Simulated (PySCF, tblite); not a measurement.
# C₂₁H₁₃O+: electronic excitations, NMR shifts

Aim: compute the electronic excitations, NMR shifts of C₂₁H₁₃O+ (`c1ccc2c(c1)ccc1cc3ccc4c[o+]ccc4c3cc12`).

Programs: tblite 0.8.0 and PySCF 2.14.0, with routines of our own; each step states its level. All values are computed. Atoms count from 0.

## 1. The system as given

35 atoms, charge 1, multiplicity 1; geometry from: force field, distance geometry or constructed start.

## 2. Optimising the geometry with GFN2-xTB

The job: settings as JSON, then the geometry in Å.

```
{"job": {"kind": "relax", "xc": "GFN2-xTB", "basis": "xTB"}, "charge": 1, "multiplicity": 1}
C     -5.068600     1.203400     0.104400
C     -4.019500     2.086800     0.272100
C     -2.695800     1.607300     0.243100
C     -2.394200     0.244500     0.025000
C     -3.498600    -0.635300    -0.139000
C     -4.817600    -0.146200    -0.106000
C     -3.281500    -1.994700    -0.358300
C     -1.987800    -2.510900    -0.397900
C     -0.877500    -1.684600    -0.232900
C      0.404400    -2.235000    -0.281000
C      1.556100    -1.452500    -0.124300
C      2.810600    -2.062400    -0.182600
C      3.972800    -1.313400    -0.022700
C      3.917200     0.066600     0.189900
C      5.096700     0.796800     0.344700
O      5.096900     2.193900     0.576100
C      3.839800     2.831900     0.635400
C      2.667700     2.099300     0.481400
C      2.660500     0.715200     0.261400
C      1.456300    -0.061300     0.100600
C      0.130600     0.472800     0.145300
C     -1.055400    -0.298600    -0.015700
H     -6.095100     1.570800     0.139900
H     -4.215900     3.136700     0.441500
H     -1.917000     2.348800     0.385000
H     -5.664100    -0.821800    -0.234800
H     -4.120700    -2.673900    -0.490100
H     -1.869400    -3.581700    -0.566300
H      0.511200    -3.306400    -0.454000
H      2.897300    -3.134300    -0.349400
H      4.931300    -1.844200    -0.085600
H      6.064800     0.296000     0.293900
H      3.804300     3.904700     0.804300
H      1.744900     2.666900     0.549200
H      0.008400     1.534200     0.307600
```

Run with:

```
> OMP_NUM_THREADS=1 python large_run.py task.json out
```

This one command runs all jobs of the session in turn.

What it wrote:

```text
step      E/eV     max force
  0   -1502.94356    3.114
  1   -1503.41398    1.284
  2   -1503.51070    1.108
  3   -1503.57758    0.706
  4   -1503.64908    0.511
  5   -1503.67083    0.341
  6   -1503.68235    0.180
  7   -1503.68799    0.228
  8   -1503.69258    0.168
  9   -1503.69524    0.115
 10   -1503.69736    0.095
 11   -1503.69883    0.100
 12   -1503.69999    0.081
 13   -1503.70104    0.071
 14   -1503.70206    0.084
 15   -1503.70297    0.084
 16   -1503.70372    0.078
 17   -1503.70435    0.051
 18   -1503.70490    0.049
 19   -1503.70539    0.047
 20   -1503.70585    0.059
 21   -1503.70635    0.056
 22   -1503.70694    0.053
 23   -1503.70759    0.062
 24   -1503.70827    0.060
 25   -1503.70894    0.066
 26   -1503.70961    0.055
 27   -1503.71026    0.055
 28   -1503.71080    0.041
 29   -1503.71118    0.039
 30   -1503.71144    0.033
 31   -1503.71164    0.025
 32   -1503.71179    0.022
 33   -1503.71190    0.023
 34   -1503.71198    0.018
```

It took 0.77 s on 1 thread of Arm Neoverse V1, shared host; peak memory 0.18 GiB.

Step by step:

```
step  energy from step 0 (eV)  largest force (eV/Å)
   0                   0.0000                3.1137
   1                  -0.4704                1.2837
   2                  -0.5671                1.1078
   3                  -0.6340                0.7058
   4                  -0.7055                0.5114
   5                  -0.7273                0.3413
   6                  -0.7388                0.1806
   7                  -0.7444                0.2282
   8                  -0.7490                0.1685
  10                  -0.7538                0.0950
  12                  -0.7564                0.0803
  14                  -0.7585                0.0844
  16                  -0.7602                0.0781
  18                  -0.7613                0.0487
  20                  -0.7623                0.0589
  22                  -0.7634                0.0529
  24                  -0.7647                0.0599
  26                  -0.7661                0.0556
  28                  -0.7672                0.0402
  30                  -0.7679                0.0332
  31                  -0.7681                0.0248
  32                  -0.7682                0.0220
  33                  -0.7683                0.0229
  34                  -0.7684                0.0178
```

Close pairs (by a distance rule), those that changed most:

| bond | before (Å) | after (Å) | change (Å) |
| --- | --- | --- | --- |
| C14–O15 | 1.416 | 1.311 | -0.105 |
| O15–C16 | 1.411 | 1.326 | -0.085 |
| C11–C12 | 1.392 | 1.353 | -0.039 |
| C6–C7 | 1.393 | 1.356 | -0.037 |
| C20–C21 | 1.424 | 1.389 | -0.035 |
| C1–C2 | 1.408 | 1.377 | -0.032 |
| C10–C11 | 1.396 | 1.426 | +0.030 |
| C4–C6 | 1.394 | 1.424 | +0.030 |

The next job starts from the end point, and lists it.

## 3. Electronic excitations: TDA CAM-B3LYP/6-31G*

The job: settings as JSON, then the geometry in Å.

```
{"job": {"kind": "uv", "basis": "6-31G*", "grid": 1, "kgrid": 0, "vcut": 1.5, "nstates": 8, "ntriplets": 3, "tda": true, "delta": ["ip_vertical", "ea_vertical"], "pop": true, "xc": "CAM-B3LYP"}, "charge": 1, "multiplicity": 1}
C     -5.005465     1.228519     0.111454
C     -3.920517     2.086913     0.281673
C     -2.632512     1.602933     0.241976
C     -2.371365     0.242317     0.031612
C     -3.478944    -0.626338    -0.140659
C     -4.784404    -0.110950    -0.096812
C     -3.265186    -2.017059    -0.357754
C     -2.015519    -2.541968    -0.405191
C     -0.875183    -1.715400    -0.238018
C      0.409251    -2.260600    -0.286452
C      1.544682    -1.484552    -0.127864
C      2.843526    -2.071310    -0.182744
C      3.965901    -1.332061    -0.029781
C      3.863736     0.072705     0.192459
C      4.989369     0.859850     0.352766
O      4.947993     2.153850     0.560026
C      3.774878     2.768188     0.623604
C      2.591409     2.107803     0.481307
C      2.574369     0.709208     0.255781
C      1.399754    -0.074684     0.094285
C      0.106648     0.463457     0.141799
C     -1.034956    -0.310883    -0.017157
H     -6.010485     1.619128     0.144416
H     -4.090821     3.139983     0.445921
H     -1.822002     2.300603     0.377444
H     -5.615517    -0.787332    -0.230474
H     -4.129862    -2.651222    -0.485133
H     -1.862418    -3.597392    -0.570855
H      0.518351    -3.322121    -0.453093
H      2.906825    -3.135393    -0.351729
H      4.947137    -1.776940    -0.071211
H      5.992635     0.456261     0.317830
H      3.859637     3.830987     0.797643
H      1.676879     2.671930     0.544486
H     -0.004684     1.521104     0.308666
```

Level: TDA CAM-B3LYP/6-31G*, vertical, gas phase, core orbitals frozen in the response, virtual orbitals cut by energy.

What it wrote:

```text
start: PBE on a coarse grid of 30200 points
cycle   1  E = -882.0400722323  dE =  4.169e+00  |g| = 7.784e-01  |ddm| = 7.507e+00
cycle   2  E = -879.8656728742  dE =  2.174e+00  |g| = 2.265e+00  |ddm| = 3.530e+00
cycle   3  E = -882.0163098394  dE = -2.151e+00  |g| = 7.671e-01  |ddm| = 3.303e+00
cycle   4  E = -882.2055801362  dE = -1.893e-01  |g| = 2.549e-01  |ddm| = 1.240e+00
cycle   5  E = -882.2125737534  dE = -6.994e-03  |g| = 1.881e-01  |ddm| = 4.746e-01
cycle   6  E = -882.2207229326  dE = -8.149e-03  |g| = 8.072e-02  |ddm| = 2.824e-01
cycle   7  E = -882.2229039239  dE = -2.181e-03  |g| = 1.617e-02  |ddm| = 1.030e-01
cycle   8  E = -882.2229860865  dE = -8.216e-05  |g| = 9.097e-03  |ddm| = 3.883e-02
final grid: 133039 points
cycle   9  E = -882.5644603424  dE = -1.466e-02  |g| = 6.369e-02  |ddm| = 5.962e-01
cycle  10  E = -882.5648455150  dE = -3.852e-04  |g| = 6.662e-02  |ddm| = 1.527e-01
cycle  11  E = -882.5658034013  dE = -9.579e-04  |g| = 1.406e-02  |ddm| = 6.605e-02
cycle  12  E = -882.5658625545  dE = -5.915e-05  |g| = 6.751e-03  |ddm| = 2.282e-02
cycle  13  E = -882.5658770729  dE = -1.452e-05  |g| = 1.914e-03  |ddm| = 1.033e-02
cycle  14  E = -882.5658787008  dE = -1.628e-06  |g| = 8.353e-04  |ddm| = 3.836e-03
cycle  15  E = -882.5658808535  dE = -2.153e-06  |g| = 4.052e-04  |ddm| = 1.966e-03
cycle  16  E = -882.5658803836  dE =  4.698e-07  |g| = 9.734e-05  |ddm| = 7.637e-04
converged SCF energy = -882.5658803836
Vertical ionisation energy (delta-SCF) = 10.4533 eV   <S^2> = 0.793
Vertical electron affinity (delta-SCF) = 5.1695 eV   <S^2> = 0.851

Static polarisability (au): isotropic 256.269, principal 63.575 251.333 453.899

Singlet excitations
state   eV       nm        f      main configurations
  1   2.7358    453.2   0.19281   H->L 0.71, H-1->L 0.21
  2   3.0360    408.4   0.15191   H-1->L 0.64, H->L 0.16, H->L+1 0.10
  3   3.9328    315.3   0.20576   H->L+1 0.62, H-2->L 0.09
  4   4.1291    300.3   0.09956   H-1->L+1 0.41, H-3->L 0.24, H->L+1 0.09
  5   4.2372    292.6   0.02575   H-2->L 0.59, H-3->L 0.23
  6   4.6219    268.3   1.06018   H-1->L+1 0.33, H-3->L 0.30, H-2->L 0.14
  7   4.8329    256.5   0.06602   H->L+2 0.61, H-1->L+3 0.09
  8   4.9805    248.9   0.19381   H->L+3 0.39, H-1->L+2 0.30

Triplet excitations (Tamm-Dancoff, eV): 1.9403 2.3331 2.8229
```

Wall time 3.8 min (1 thread of Arm Neoverse V1, shared host); peak memory 0.68 GiB.

Frontier orbitals and where they lie:

```
orbital      eV                         atoms
 HOMO−4  -13.19  C20 16 %, C21 11 %, C11 10 %
 HOMO−3  -11.99   C19 13 %, C5 11 %, C12 10 %
 HOMO−2  -11.67     C1 15 %, C9 13 %, C4 12 %
 HOMO−1  -10.42     C0 16 %, C2 15 %, C5 13 %
   HOMO  -10.06     C7 19 %, C1 12 %, C9 12 %
   LUMO   -5.51  C18 22 %, C14 22 %, O15 12 %
 LUMO+1   -4.20  C11 18 %, C16 14 %, C17 11 %
 LUMO+2   -3.01   C16 14 %, C9 13 %, C20 11 %
 LUMO+3   -2.71    C6 14 %, C21 11 %, C5 10 %
```

With each of the 8 states as a Gaussian band of 0.4 eV half-width at 1/e, the curve within the window shown has maxima at 433 nm (ε 12,000), 267 nm (ε 50,000) L/(mol cm). Beyond the last state computed it falls off for lack of states. The curve at chosen wavelengths:

```csv
nm,ε (L/mol/cm)
235,8091
249,29221
263,48970
276,45544
290,29767
304,19168
318,13459
332,8934
345,5863
359,4628
373,5437
387,7434
401,9642
414,11235
428,12094
442,11995
456,11093
470,9662
483,8113
497,6437
511,4913
525,3629
539,2607
552,1878
566,1295
580,879
```

Further results of this job:

```csv
property,computed
polarisability (Å³),37.98
HOMO–LUMO gap (eV),4.55
−ε(HOMO) (eV),10.06
```

## 4. NMR shifts: GIAO KT3/pcSseg-1

The job, as its differences from that of step 3:

```diff
@@ -1,2 +1,2 @@
-{"job": {"kind": "uv", "basis": "6-31G*", "grid": 1, "kgrid": 0, "vcut": 1.5, "nstates": 8, "ntriplets": 3, "tda": true, "delta": ["ip_vertical", "ea_vertical"], "pop": true, "xc": "CAM-B3LYP"}, "charge": 1, "multiplicity": 1}
+{"job": {"kind": "nmr", "basis": "pcSseg-1", "pop": false, "xc": "KT3"}, "charge": 1, "multiplicity": 1}
 C     -5.005465     1.228519     0.111454
```

With the program's defaults for keys left out, this is: GIAO KT3/pcSseg-1 NMR shielding, non-relativistic, gas phase.

What it wrote:

```text
start: PBE on a coarse grid of 30200 points
cycle   1  E = -881.5153464316  dE =  4.159e+00  |g| = 7.750e-01  |ddm| = 7.415e+00
cycle   2  E = -879.3766180614  dE =  2.139e+00  |g| = 2.272e+00  |ddm| = 3.528e+00
cycle   3  E = -881.4895916910  dE = -2.113e+00  |g| = 7.690e-01  |ddm| = 3.201e+00
cycle   4  E = -881.6722273000  dE = -1.826e-01  |g| = 2.530e-01  |ddm| = 1.270e+00
cycle   5  E = -881.6788887252  dE = -6.661e-03  |g| = 1.852e-01  |ddm| = 4.759e-01
cycle   6  E = -881.6865355125  dE = -7.647e-03  |g| = 8.022e-02  |ddm| = 2.816e-01
cycle   7  E = -881.6886426232  dE = -2.107e-03  |g| = 1.723e-02  |ddm| = 9.854e-02
cycle   8  E = -881.6887369531  dE = -9.433e-05  |g| = 8.190e-03  |ddm| = 3.740e-02
final grid: 282622 points
cycle   9  E = -897.4224101131  dE = -4.766e-02  |g| = 1.378e-01  |ddm| = 1.754e+00
cycle  10  E = -897.3987052391  dE =  2.370e-02  |g| = 3.488e-01  |ddm| = 4.402e-01
cycle  11  E = -897.4251608726  dE = -2.646e-02  |g| = 4.988e-02  |ddm| = 3.767e-01
cycle  12  E = -897.4260278299  dE = -8.670e-04  |g| = 1.571e-02  |ddm| = 8.237e-02
cycle  13  E = -897.4260814235  dE = -5.359e-05  |g| = 9.260e-03  |ddm| = 2.772e-02
cycle  14  E = -897.4261056858  dE = -2.426e-05  |g| = 1.664e-03  |ddm| = 1.223e-02
cycle  15  E = -897.4261076798  dE = -1.994e-06  |g| = 1.247e-03  |ddm| = 3.717e-03
cycle  16  E = -897.4261080999  dE = -4.202e-07  |g| = 2.796e-04  |ddm| = 1.866e-03
cycle  17  E = -897.4261085243  dE = -4.243e-07  |g| = 1.114e-04  |ddm| = 5.171e-04
cycle  18  E = -897.4261090115  dE = -4.872e-07  |g| = 3.499e-05  |ddm| = 2.665e-04
converged SCF energy = -897.4261090115

GIAO shielding tensors (ppm)
atom      isotropic    diamagn.    paramagn.     s11        s22        s33       span
  0 C       58.035     253.265    -195.230    -41.515     40.470    175.149    216.664
  1 C       58.250     248.390    -190.140    -41.799     42.891    173.657    215.456
  2 C       68.170     254.797    -186.627    -26.725     55.706    175.528    202.254
  3 C       62.792     246.422    -183.630    -12.659     21.327    179.710    192.369
  4 C       59.277     252.575    -193.299    -12.894      4.807    185.917    198.811
  5 C       57.855     240.356    -182.502    -32.639     46.122    160.081    192.720
  6 C       49.162     249.814    -200.652    -42.895     36.332    154.049    196.943
  7 C       62.849     246.140    -183.290    -23.257     57.037    154.768    178.025
  8 C       53.949     255.145    -201.196    -17.448     -4.677    183.971    201.419
  9 C       58.695     249.780    -191.085    -16.922     48.001    145.006    161.928
 10 C       59.541     255.439    -195.898    -17.172     13.129    182.667    199.839
 11 C       51.073     244.213    -193.141    -41.110     38.565    155.763    196.873
 12 C       70.511     247.975    -177.464    -15.124     62.297    164.361    179.486
 13 C       64.063     261.280    -197.217     -9.203     19.147    182.244    191.447
 14 C       31.991     244.620    -212.629    -44.563     29.522    111.015    155.578
 15 O       38.170     382.650    -344.480   -143.478    -93.192    351.179    494.657
 16 C       37.907     251.755    -213.847    -45.465     42.380    116.807    162.271
 17 C       71.997     254.868    -182.871    -23.346     67.330    172.008    195.353
 18 C       50.134     250.898    -200.764    -18.988    -10.638    180.028    199.015
 19 C       69.493     251.339    -181.846      1.083     25.126    182.269    181.186
 20 C       68.994     263.392    -194.398    -18.404     47.734    177.652    196.056
 21 C       59.907     249.866    -189.959    -15.992     16.286    179.426    195.418
 22 H       23.425      25.619      -2.194     19.041     24.825     26.410      7.369
 23 H       23.391      29.931      -6.541     18.541     24.474     27.157      8.617
 24 H       22.613      38.828     -16.215     14.670     23.919     29.249     14.579
 25 H       23.395      29.621      -6.227     18.262     24.272     27.650      9.388
 26 H       23.229      31.888      -8.658     18.182     24.054     27.453      9.271
 27 H       23.542      32.505      -8.963     17.846     24.831     27.948     10.102
 28 H       23.164      36.995     -13.831     16.635     24.141     28.716     12.081
 29 H       23.261      31.685      -8.424     18.069     24.093     27.620      9.551
 30 H       23.947      30.711      -6.765     18.850     25.787     27.203      8.352
 31 H       22.500      26.555      -4.055     16.889     23.773     26.838      9.949
 32 H       22.746      26.920      -4.174     17.282     24.676     26.280      8.998
 33 H       22.680      38.170     -15.490     15.730     23.748     28.562     12.832
 34 H       21.469      41.352     -19.883     11.104     22.864     30.439     19.335
```

It took 51 s on 1 thread of Arm Neoverse V1, shared host; peak memory 0.67 GiB.

The references, computed at this level on geometries of the same kind, shield at (ppm): 1H TMS 31.76, 13C TMS 184.7, 17O H2O 330.8. Their shielding less the atom's gives the shift. The references are single molecules in the gas phase, so shifts against H2O, NH3, PH3, H3PO4 or CFCl3 are not on the usual liquid scales and can be off by tens of ppm.

```csv
atoms,environment,σ (ppm),δ (ppm)
C14,aromatic CH next to the ring oxygen,32.0,152.7
C16,aromatic CH next to the ring oxygen,37.9,146.8
C6,aromatic CH,49.2,135.6
C18,ring-fusion aromatic carbon,50.1,134.6
C11,aromatic CH,51.1,133.6
C8,ring-fusion aromatic carbon,53.9,130.8
C5,aromatic CH,57.9,126.9
C0,aromatic CH,58.0,126.7
C1,aromatic CH,58.2,126.5
C9,aromatic CH,58.7,126.0
C4,ring-fusion aromatic carbon,59.3,125.4
C10,ring-fusion aromatic carbon,59.5,125.2
C21,ring-fusion aromatic carbon,59.9,124.8
C3,ring-fusion aromatic carbon,62.8,121.9
C7,aromatic CH,62.8,121.9
C13,ring-fusion aromatic carbon,64.1,120.7
C2,aromatic CH,68.2,116.6
C20,aromatic CH,69.0,115.7
C19,ring-fusion aromatic carbon,69.5,115.2
C12,aromatic CH,70.5,114.2
C17,aromatic CH,72.0,112.7
H34,hydrogen on an aromatic CH,21.47,10.29
H31,hydrogen on an aromatic CH next to the ring oxygen,22.50,9.26
H24,hydrogen on an aromatic CH,22.61,9.15
H33,hydrogen on an aromatic CH,22.68,9.08
H32,hydrogen on an aromatic CH next to the ring oxygen,22.75,9.01
H28,hydrogen on an aromatic CH,23.16,8.60
H26,hydrogen on an aromatic CH,23.23,8.53
H29,hydrogen on an aromatic CH,23.26,8.50
H23,hydrogen on an aromatic CH,23.39,8.37
H25,hydrogen on an aromatic CH,23.39,8.37
H22,hydrogen on an aromatic CH,23.43,8.34
H27,hydrogen on an aromatic CH,23.54,8.22
H30,hydrogen on an aromatic CH,23.95,7.81
O15,aromatic ring oxygen,38.2,292.6
```

Ring of atoms C0, C1, C2, C3, C4, C5: NICS(0) -9.0, NICS(1) -11.7, NICS(1)zz -29.1 ppm (means of both faces).

Ring of atoms C3, C4, C6, C7, C8, C21: NICS(0) -3.9, NICS(1) -7.7, NICS(1)zz -16.1 ppm (means of both faces).

Ring of atoms C8, C9, C10, C19, C20, C21: NICS(0) -8.7, NICS(1) -11.5, NICS(1)zz -27.3 ppm (means of both faces).

## 5. What came out

```
                                quantity                                                                                                          value
       lowest singlet (CAM-B3LYP/6-31G*)                                                                                    2.74 eV (453 nm), f = 0.193
brightest single state of those computed                                                                                    state 6, 4.62 eV, f = 1.060
                          lowest triplet                                                                                                        1.94 eV
   13C shifts against TMS (KT3/pcSseg-1)  152.7, 146.8, 135.6, 134.6, 133.6, 130.8, 126.9, 126.7, 126.5, 126.0, 125.4, 125.2, 124.8, 121.9 ppm and more
    1H shifts against TMS (KT3/pcSseg-1)                              10.29, 9.26, 9.15, 9.08, 9.01, 8.60, 8.53, 8.50, 8.37, 8.37, 8.34, 8.22, 7.81 ppm
   17O shifts against H2O (KT3/pcSseg-1)                                                                                                      292.6 ppm
```

In words: The first singlet state (HOMO→LUMO 0.71, HOMO−1→LUMO 0.21) lies at 2.74 eV and is bright; of the 8 states computed, the strongest absorption comes from state 6 at 4.62 eV. State 1 absorbs in the visible (453 nm). The lowest triplet lies 0.80 eV below the lowest singlet. At KT3/pcSseg-1: The widest tensor belongs to O15: span 495 ppm, with a paramagnetic part of -344 ppm. NICS(1)zz of -29 ppm above the planar ring from C0 marks a diatropic (aromatic) ring current. NICS(1)zz of -16 ppm above the planar ring from C3 marks a diatropic (aromatic) ring current. NICS(1)zz of -27 ppm above the planar ring from C8 marks a diatropic (aromatic) ring current.
